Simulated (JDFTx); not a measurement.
**ClBr (bromine chloride): solvation with BLYP**

ClBr (bromine chloride), in a box:

```
Cl Br
1.0
     9.00000    0.00000    0.00000
     0.00000    9.00000    0.00000
     0.00000    0.00000   12.00000
Cl Br
1 1
Direct
  0.50144 0.50233 0.41383
  0.50144 0.50233 0.59184
```

* Program: JDFTx 1.7.0 (patched build)
* Task: solvation
* Functional: BLYP
* Potentials or basis: PseudoDojo-SR-PBE-0.5-standard with smoothed tails
* Cutoff: 789 eV
* Density cutoff: 3157 eV
* k mesh: 1 × 1 × 1
* Occupations: fixed
* Spin: no spin polarisation
* Check on overlapping cores: none
* Liquid model: LinearPCM
* Variant of the liquid model: GLSSA13
* Solvent: H2O
* Local potential set to -Z/r beyond: 6 bohr
* Bands: 7
* Density cutoff over wavefunction cutoff: 4
* Max SCF steps: 100
* SCF threshold on the energy: 1e-06 Ha
* Solver of the electrons: minimize
* Further solve for the empty bands: no
* Start: saved state of an earlier run

The largest force is 1.066 eV/Å. The solvation energy is -0.033 eV.

Forces on the atoms (eV/Å):
```
Cl   0.000  0.000 -1.033
Br   0.000  0.000  1.066
```

Wall time 41 s on 1 thread of Arm Neoverse V1, on a shared host, peak memory 0.38 GiB.

Caveat: forces may be off by hundredths of an eV/Å; forces in the liquid are good to some per cent; the liquid is a continuum model, checked here against plausible ranges alone; the potentials were made for another functional, which shifts forces and pressure.
